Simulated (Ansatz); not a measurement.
# H4C: the cost of one run

Method: DFT PBE, scalar-relativistic, plane waves, PAW, and further levels as typed in the inputs, in Ansatz 0.2.0.

### 1 The starting structure

It takes space group P1 (No. 1, triclinic). The conventional cell has a = 12.000 Å, b = 12.000 Å, c = 12.000 Å, α = 90.00°, β = 90.00°, γ = 90.00°. C (site symmetry 1) has 4 H at 1.09 Å as nearest neighbours. H (site symmetry 1) has 1 C at 1.09 Å as nearest neighbours.

Coordinates:

```cif
data_structure
_symmetry_space_group_name_H-M 'P1'
_symmetry_Int_Tables_number 1
_cell_length_a 12.0000
_cell_length_b 12.0000
_cell_length_c 12.0000
_cell_angle_alpha 90.000
_cell_angle_beta 90.000
_cell_angle_gamma 90.000
_cell_volume 1728.00
loop_
_atom_site_label
_atom_site_type_symbol
_atom_site_symmetry_multiplicity
_atom_site_Wyckoff_symbol
_atom_site_fract_x
_atom_site_fract_y
_atom_site_fract_z
_atom_site_occupancy
C1 C 1 a 0.49851 0.49759 0.49601 1
H1 H 1 a 0.44324 0.45515 0.43746 1
H2 H 1 a 0.55676 0.43748 0.53175 1
H3 H 1 a 0.44909 0.53521 0.56254 1
H4 H 1 a 0.54494 0.56252 0.45227 1
```

### 2 Relaxing the atoms: H4C in a box, no spin

input.yaml

```yaml
crystal:
  lattice:
    - [12.0, 0.0, 0.0]
    - [0.0, 12.0, 0.0]
    - [0.0, 0.0, 12.0]
  atoms:
    - { symbol: C, position: [0.4985081112, 0.4975892635, 0.4960071125] }
    - { symbol: H, position: [0.4432397683, 0.4551462926, 0.4374577421] }
    - { symbol: H, position: [0.5567602317, 0.4374821646, 0.5317541602] }
    - { symbol: H, position: [0.4490943326, 0.5352107621, 0.5625422579] }
    - { symbol: H, position: [0.5449381129, 0.5625178354, 0.452274289] }
  symmetry: { tolerance: 0.001 }
scf:
  occupations: { method: fixed }
output:
  forces: true
  stress: false
hamiltonian:
  xc: pbe
kpoints:
  mp_grid: { grid: [1, 1, 1] }
relax:
  f_tol: 0.005
```

Run with:

```console
ansatz run input.yaml --threads 8 --pin off --max-ram 16384MiB --backend cpu --events-out ev --progress --plain --runs-dir out
```

**Question.** How long does this run take on 8 threads of Arm Neoverse V1, shared host, and how much memory does it need?

About 2 s, with a peak of 0.81 GiB.
